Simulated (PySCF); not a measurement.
# InBr at other levels of theory

Starting from one script, swap the method and compare what comes out for InBr.

Program: PySCF 2.14.0. Level of theory: method and basis as typed in the scripts. These are calculated values, not measurements.

2 further runs of the same task are left out: 2 that didn't finish.

## (1) The starting structure

InBr: 2 atoms, charge 0, spin multiplicity 1.

Bond lengths: In1–Br2 2.505 Å.

## (2) The run that the others are compared with

The input, input.py:

```python
from pyscf import gto, scf
from pyscf.hessian import thermo

mol = gto.M(
    atom='In 0 0 0; Br 0 0 2.505',
    basis='sbkjc',
    ecp={'In': 'sbkjc', 'Br': 'sbkjc'},
    charge=0,
    spin=0,
    verbose=4,
)
mf = scf.RHF(mol)
mf.kernel()
hess = mf.Hessian().kernel()
print('wavenumber (cm^-1) =', thermo.harmonic_analysis(mol, hess)['freq_wavenumber'].round(1))
mf.dip_moment()
print('orbital energies (hartree):', mf.mo_energy[..., max(0, mol.nelec[1]-3):mol.nelec[0]+3].round(4))
```

Command:

```sh
OMP_NUM_THREADS=1 python input.py
```

Its log is not repeated here.

In short: E(SCF) = -201.474709 Eh, 12 cycles, μ = 4.05 D, wavenumbers 263 cm⁻¹.

The bond length is a typed value, not an optimised one, so the wavenumber is not that of the minimum.

## (3) TDA

Variant 1 changes step after the SCF: frequency → tda; number of roots: none → 4.

The input, input.py:

```python
from pyscf import gto, scf, tdscf

mol = gto.M(
    atom='In 0 0 0; Br 0 0 2.505',
    basis='sbkjc',
    ecp={'In': 'sbkjc', 'Br': 'sbkjc'},
    charge=0,
    spin=0,
    verbose=4,
)
mf = scf.RHF(mol)
mf.kernel()
td = tdscf.TDA(mf)
td.nstates = 4
td.kernel()
td.analyze(verbose=3)
mf.dip_moment()
print('orbital energies (hartree):', mf.mo_energy[..., max(0, mol.nelec[1]-3):mol.nelec[0]+3].round(4))
```

Command:

```sh
OMP_NUM_THREADS=1 python input.py
```

## (4) CASSCF

Variant 2 changes step after the SCF: frequency → casscf; active space: none → 2 electrons in 2 orbitals.

The input, input.py:

```python
from pyscf import gto, scf, mcscf

mol = gto.M(
    atom='In 0 0 0; Br 0 0 2.505',
    basis='sbkjc',
    ecp={'In': 'sbkjc', 'Br': 'sbkjc'},
    charge=0,
    spin=0,
    verbose=4,
)
mf = scf.RHF(mol)
mf.kernel()
mc = mcscf.CASSCF(mf, 2, 2)
mc.kernel()
mc.analyze()
mf.dip_moment()
print('orbital energies (hartree):', mf.mo_energy[..., max(0, mol.nelec[1]-3):mol.nelec[0]+3].round(4))
```

## (5) TDHF

Variant 3 changes step after the SCF: frequency → tddft; number of roots: none → 5.

The input, input.py:

```python
from pyscf import gto, scf, tdscf

mol = gto.M(
    atom='In 0 0 0; Br 0 0 2.505',
    basis='sbkjc',
    ecp={'In': 'sbkjc', 'Br': 'sbkjc'},
    charge=0,
    spin=0,
    verbose=4,
)
mf = scf.RHF(mol)
mf.kernel()
td = tdscf.TDHF(mf)
td.nstates = 5
td.kernel()
td.analyze(verbose=3)
mf.dip_moment()
print('orbital energies (hartree):', mf.mo_energy[..., max(0, mol.nelec[1]-3):mol.nelec[0]+3].round(4))
```

**Question.** What will these runs give? Wanted: for each run, E(SCF); from base; gap; SCF dipole; after the SCF.

**Answer**, as computed:

```tsv
run	E(SCF) (hartree)	from base (eV)	cycles	gap (eV)	SCF dipole (D)	after the SCF
base	-201.474709	0	12	9.75	4.05	highest mode 263 cm⁻¹
TDA	-201.474709	0.0000	12	9.75	4.05	lowest root found 4.71 eV
CASSCF	-201.474709	0.0000	12	9.75	4.05	CASSCF correlation -0.357 eV
TDHF	-201.474709	0.0000	12	9.75	4.05	lowest root found 4.57 eV
```

What this shows: Total energies from different bases, Hamiltonians or methods carry different errors, so properties are taken as differences within one set-up.
